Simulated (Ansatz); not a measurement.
# CH4SSe: the cost of one run

Method: RKS PBE0-D4/def2-SVP, in Ansatz 0.2.0.

**1. The starting structure**

Bond lengths: S1–C2 1.813 Å, C2–Se3 1.981 Å, S1–H4 1.333 Å, C2–H5 1.089 Å, C2–H6 1.088 Å, Se3–H7 1.450 Å. Angles: S1–C2–Se3 116.0°, S1–C2–H5 106.3°, S1–C2–H6 109.9°, Se3–C2–H5 105.6°, Se3–C2–H6 108.8°, H5–C2–H6 110.2°, C2–S1–H4 96.3°, C2–Se3–H7 94.5°.

Coordinates:

```xyz
7

S    -1.6459   -0.2161   -0.1102
C    -0.0380    0.1887    0.6220
Se    1.4872   -0.9346    0.0409
H    -1.3398    0.1628   -1.3509
H    -0.1383    0.0160    1.6925
H     0.2032    1.2324    0.4309
H     1.4716   -0.4492   -1.3253
```

**2. Relaxing end A**

The input, input.yaml:

```yaml
crystal:
  periodic: [false, false, false]
  atoms:
    - { symbol: S, position_ang: [-1.64586, -0.21609, -0.11022] }
    - { symbol: C, position_ang: [-0.03802, 0.18867, 0.62204] }
    - { symbol: Se, position_ang: [1.48717, -0.93464, 0.04093] }
    - { symbol: H, position_ang: [-1.3398, 0.16285, -1.35087] }
    - { symbol: H, position_ang: [-0.13825, 0.01599, 1.69254] }
    - { symbol: H, position_ang: [0.20319, 1.23242, 0.4309] }
    - { symbol: H, position_ang: [1.47157, -0.44921, -1.32531] }
basis:
  gaussian: { orbitals: def2-SVP }
hamiltonian:
  xc: pbe0
  dispersion: d4
relax:
  f_tol: 0.015
  max_steps: 40
```

Run with:

```
$ ansatz run input.yaml --threads 1 --pin off --max-ram 2048MiB --backend cpu --events-out ev --progress --plain --runs-dir out
```

What time and memory should one allow on 1 thread of Arm Neoverse V1, shared host?

About 27 s, with a peak of 0.17 GiB.
